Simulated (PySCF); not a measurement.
# Hg²⁺, Hg³⁺: ionisation energy in def2-TZVP with ECP60

Wanted: the ionisation energy of mercury, up a ladder of methods.

Method: unrestricted determinants in a Gaussian basis, no spin-orbit coupling in the energies. Code: PySCF 2.14.0.

## 1. The atom as given

- Element: mercury (Z = 80)
- Basis: def2-TZVP with the def2 core potential (60 electrons)
- Hamiltonian: a scalar-relativistic core potential
- State 1: Hg²⁺: [Xe] 4f14 5d10, closed-shell 1S
- State 2: Hg³⁺: [Xe] 4f14 5d9, 2D determinant
- Methods: UHF, B3LYP, r2SCAN, MP2
- Core shells frozen in the correlated runs: valence: 5s2 5p6 (for Hg²⁺)

The outer shells:

Hg2+ [Xe] 4f14 5d10
```
[Xe] core
4f [↑↓][↑↓][↑↓][↑↓][↑↓][↑↓][↑↓]
5d [↑↓][↑↓][↑↓][↑↓][↑↓]
```

Hg3+ [Xe] 4f14 5d9
```
[Xe] core
4f [↑↓][↑↓][↑↓][↑↓][↑↓][↑↓][↑↓]
5d [↑↓][↑↓][↑↓][↑↓][↑ ]
```

The runs were made by one driver on top of PySCF. The scripts below sum up each run's settings (the driver also hands on starting orbitals that pick excited configurations, and frozen orbitals as a list rather than a count), and the logs come from the driver's own runs. The driver starts from symmetry-adapted Hartree-Fock orbitals, holds the occupation by maximum overlap and uses a logarithmic radial grid for functionals, so a plain start would take other cycles.

The driver's launch:

```bash
OMP_NUM_THREADS=1 python atomrun2.py TASK.json OUT
```

The integrals over 43 functions and the set-up took 0.08 s of CPU time.

## 2. Hg²⁺: the ladder of methods

UHF:

The input, input.py:

```python
from pyscf import gto, scf, dft, mp, cc
import basis_set_exchange as bse
txt = bse.get_basis("def2-TZVP", elements=["Hg"], fmt="nwchem", header=False)
cut = txt.index("\nECP")
mol = gto.M(atom="Hg 0 0 0", charge=2, spin=0, symmetry="D2h",
            basis=gto.basis.parse(txt[:cut]),
            ecp={"Hg": gto.basis.parse_ecp(txt[cut:])})
mf = scf.UHF(mol)
mf.irrep_nelec = {'Ag': (3, 3), 'B1g': (1, 1), 'B2g': (1, 1), 'B3g': (1, 1), 'B1u': (1, 1), 'B2u': (1, 1), 'B3u': (1, 1)}
mf.kernel()
```

B3LYP:

Changes to input.py:

```diff
@@ -7,3 +7,3 @@
             ecp={"Hg": gto.basis.parse_ecp(txt[cut:])})
-mf = scf.UHF(mol)
+mf = dft.UKS(mol, xc="B3LYP")
 mf.irrep_nelec = {'Ag': (3, 3), 'B1g': (1, 1), 'B2g': (1, 1), 'B3g': (1, 1), 'B1u': (1, 1), 'B2u': (1, 1), 'B3u': (1, 1)}
```

r2SCAN:

Changes to input.py:

```diff
@@ -7,3 +7,3 @@
             ecp={"Hg": gto.basis.parse_ecp(txt[cut:])})
-mf = dft.UKS(mol, xc="B3LYP")
+mf = dft.UKS(mol, xc="R2SCAN")
 mf.irrep_nelec = {'Ag': (3, 3), 'B1g': (1, 1), 'B2g': (1, 1), 'B3g': (1, 1), 'B1u': (1, 1), 'B2u': (1, 1), 'B3u': (1, 1)}
```

MP2 (valence):

Changes to input.py:

```diff
@@ -7,4 +7,5 @@
             ecp={"Hg": gto.basis.parse_ecp(txt[cut:])})
-mf = dft.UKS(mol, xc="R2SCAN")
+mf = scf.UHF(mol)
 mf.irrep_nelec = {'Ag': (3, 3), 'B1g': (1, 1), 'B2g': (1, 1), 'B3g': (1, 1), 'B1u': (1, 1), 'B2u': (1, 1), 'B3u': (1, 1)}
 mf.kernel()
+mp.UMP2(mf, frozen=4).kernel()
```

## 3. Hg³⁺, method by method

UHF:

The input, input.py:

```python
from pyscf import gto, scf, dft, mp, cc
import basis_set_exchange as bse
txt = bse.get_basis("def2-TZVP", elements=["Hg"], fmt="nwchem", header=False)
cut = txt.index("\nECP")
mol = gto.M(atom="Hg 0 0 0", charge=3, spin=1, symmetry="D2h",
            basis=gto.basis.parse(txt[:cut]),
            ecp={"Hg": gto.basis.parse_ecp(txt[cut:])})
mf = scf.UHF(mol)
mf.irrep_nelec = {'Ag': (3, 2), 'B1g': (1, 1), 'B2g': (1, 1), 'B3g': (1, 1), 'B1u': (1, 1), 'B2u': (1, 1), 'B3u': (1, 1)}
mf.kernel()
```

B3LYP:

Changes to input.py:

```diff
@@ -7,3 +7,3 @@
             ecp={"Hg": gto.basis.parse_ecp(txt[cut:])})
-mf = scf.UHF(mol)
+mf = dft.UKS(mol, xc="B3LYP")
 mf.irrep_nelec = {'Ag': (3, 2), 'B1g': (1, 1), 'B2g': (1, 1), 'B3g': (1, 1), 'B1u': (1, 1), 'B2u': (1, 1), 'B3u': (1, 1)}
```

r2SCAN:

Changes to input.py:

```diff
@@ -7,3 +7,3 @@
             ecp={"Hg": gto.basis.parse_ecp(txt[cut:])})
-mf = dft.UKS(mol, xc="B3LYP")
+mf = dft.UKS(mol, xc="R2SCAN")
 mf.irrep_nelec = {'Ag': (3, 2), 'B1g': (1, 1), 'B2g': (1, 1), 'B3g': (1, 1), 'B1u': (1, 1), 'B2u': (1, 1), 'B3u': (1, 1)}
```

MP2 (valence):

Changes to input.py:

```diff
@@ -7,4 +7,5 @@
             ecp={"Hg": gto.basis.parse_ecp(txt[cut:])})
-mf = dft.UKS(mol, xc="R2SCAN")
+mf = scf.UHF(mol)
 mf.irrep_nelec = {'Ag': (3, 2), 'B1g': (1, 1), 'B2g': (1, 1), 'B3g': (1, 1), 'B1u': (1, 1), 'B2u': (1, 1), 'B3u': (1, 1)}
 mf.kernel()
+mp.UMP2(mf, frozen=4).kernel()
```

Q: Predict the outcome of this session.

As calculated:

| quantity | value |
| --- | --- |
| ionisation energy, Hg²⁺ | UHF 33.685, MP2 (valence) 35.210 eV; reference 34.49 ± 0.05 |

**Reading.** The methods span 1.692 eV, from UHF (33.685) to B3LYP (35.377). The reference is uncertain or not like for like (spin-orbit coupling or other relativistic terms), so no ranking of close methods is drawn. All values hold for this basis alone; no basis-set limit was taken.
